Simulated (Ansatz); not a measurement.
# TlNiF3 and its elements: a formation energy from the elements

Program: the Python package of Ansatz (0.2.0).

The script reads `tlnif3_tlnif3.extxyz`:
```text
5
Lattice="4.08735752 0.0 0.0 0.0 4.08735752 0.0 0.0 0.0 4.08735752" Properties=species:S:1:pos:R:3:initial_magmoms:R:1 pbc="T T T"
Tl    2.04367876    2.04367876    2.04367876  0.00
Ni    0.00000000    0.00000000    0.00000000  1.50
F     2.04367876    0.00000000    0.00000000  0.00
F     0.00000000    2.04367876    0.00000000  0.00
F     0.00000000    0.00000000    2.04367876  0.00
```

Input file `tlnif3_tl.xyz`:
```text
2
Lattice="3.456 0.0 0.0 -1.728 2.9929838 0.0 0.0 0.0 5.525" Properties=species:S:1:pos:R:3 pbc="T T T"
Tl   -0.00000000    1.99532253    1.38125000
Tl    1.72800000    0.99766127    4.14375000
```

`tlnif3_ni.cif`
```cif
data_Ni
_cell_length_a 2.491752
_cell_length_b 2.491752
_cell_length_c 2.491752
_cell_angle_alpha 60.00000
_cell_angle_beta 60.00000
_cell_angle_gamma 60.00000
_symmetry_space_group_name_H-M 'P 1'
_symmetry_Int_Tables_number 1
loop_
_symmetry_equiv_pos_as_xyz
'x, y, z'
loop_
_atom_site_label
_atom_site_type_symbol
_atom_site_fract_x
_atom_site_fract_y
_atom_site_fract_z
Ni1 Ni    0.000000    0.000000    0.000000
```

Input file `tlnif3_f2.cif`:
```cif
data_F
_cell_length_a 9.000000
_cell_length_b 9.500000
_cell_length_c 10.000000
_cell_angle_alpha 90.00000
_cell_angle_beta 90.00000
_cell_angle_gamma 90.00000
_symmetry_space_group_name_H-M 'P 1'
_symmetry_Int_Tables_number 1
loop_
_symmetry_equiv_pos_as_xyz
'x, y, z'
loop_
_atom_site_label
_atom_site_type_symbol
_atom_site_fract_x
_atom_site_fract_y
_atom_site_fract_z
F1 F    0.500000    0.500000    0.429000
F2 F    0.500000    0.500000    0.571000
```

Typed at the interpreter:
```pycon
>>> from collections import Counter
>>> import warnings
>>> import ansatz as az
>>> from ase.io import read
>>> import numpy as np
>>> POLARISED = {"TlNiF3", "Ni"}
>>> GASES = {"F2"}
>>> def run_phase(name, crystal):
...     calc = crystal.calculation()
...     calc = calc.functional("pbesol").basis(630)
...     calc = calc.accuracy("medium").scf(extra_bands=8, self_checks="low")
...     calc = calc.kpoints(spacing=0.39)
...     calc = calc.occupations("gaussian", width=0.05)
...     calc = calc.stress()
...     if name in POLARISED:
...         calc = calc.spin("collinear")
...     if name in GASES:
...         return calc.kpoints(1, 1, 1).relax(force_tolerance=0.03).run(threads=1, backend="cpu")
...     calc = calc.relax(force_tolerance=0.03, cell=True)
...     return calc.run(threads=1, backend="cpu")
...
>>> def counts(outcome):
...     return Counter(site.symbol for site in outcome.lattice.sites)
...
>>> def formation_energy(outcome, mu):
...     n = counts(outcome)
...     return (outcome.report["energy_sigma0_ev"] - sum(k * mu[element] for element, k in n.items())) / sum(n.values())
...
>>> def volume_per_atom(outcome):
...     return abs(np.linalg.det(outcome.lattice.cell_ang)) / len(outcome.lattice.sites)
...
>>> warnings.simplefilter("ignore")
>>> phases = {}
>>> tlnif3 = az.Crystal.from_extxyz("tlnif3_tlnif3.extxyz")
>>> phases["TlNiF3"] = tlnif3
>>> tl = az.Crystal.from_extxyz("tlnif3_tl.xyz")
>>> phases["Tl"] = tl
>>> atoms = read("tlnif3_ni.cif")
>>> ni = az.Crystal.from_ase(atoms).moments(Ni=1.5)
>>> phases["Ni"] = ni
>>> atoms = read("tlnif3_f2.cif")
>>> f2 = az.Crystal.from_ase(atoms)
>>> phases["F2"] = f2
>>> done = {}
>>> for name, crystal in phases.items():
...     done[name] = run_phase(name, crystal)
...     print(f"{name}: {done[name].report['energy_sigma0_ev']:.4f} eV, {len(done[name].lattice.sites)} atoms")
...
TlNiF3: -19501.7883 eV, 5 atoms
Tl: -22591.3194 eV, 2 atoms
Ni: -5804.9751 eV, 1 atoms
F2: -1595.3078 eV, 2 atoms
>>> # chemical potentials of the elements at zero temperature
>>> references = {"Tl": "Tl", "Ni": "Ni", "F": "F2"}
>>> mu = {element: done[name].report["energy_sigma0_ev"] / len(done[name].lattice.sites) for element, name in references.items()}
>>> target = done["TlNiF3"]
>>> heat = formation_energy(target, mu)
>>> n = counts(target)
>>> print("cell content:", dict(n), " volume", round(volume_per_atom(target), 3), "A^3/atom")
cell content: {<Element.TL: 'Tl'>: 1, <Element.NI: 'Ni'>: 1, <Element.F: 'F'>: 3}  volume 13.494 A^3/atom
>>> print("formation energy", round(heat, 4), "eV/atom,", round(heat * sum(n.values()), 4), "eV per cell")
formation energy -1.6384 eV/atom, -8.1919 eV per cell
>>> print("bound against the elements" if heat < 0 else "unbound against the elements")
bound against the elements
```

These settings explore the input space; cutoff and mesh may be short of convergence. The magnetic order follows from the starting moments and needn't be the lowest. For the metals among these phases the mesh is modest: differences between phases can be off by up to 40 meV an atom. The program warned that this SCF threshold is loose for forces or stresses. Without a Hubbard U or exact exchange, semilocal functionals often make such 3d compounds metallic or too weakly gapped. Spin-orbit coupling, which matters for elements this heavy, is left out. The cells come from databases of deposited and of computed structures, and not all need be stable phases. The compound is the structure given, not necessarily its lowest; energies are at zero temperature, with no correction for gases. Magnetic phases start from parallel moments and may not end in their lowest magnetic state. A semilocal functional's error on such energies is often 0.05 to 0.1 eV an atom, and 0.1 to 0.3 eV against gases such as O2 or F2. The script silences warnings, which a real study should read. Hardware and time: 52 s on 1 thread of Arm Neoverse V1 (shared host), peak memory 0.96 GiB.
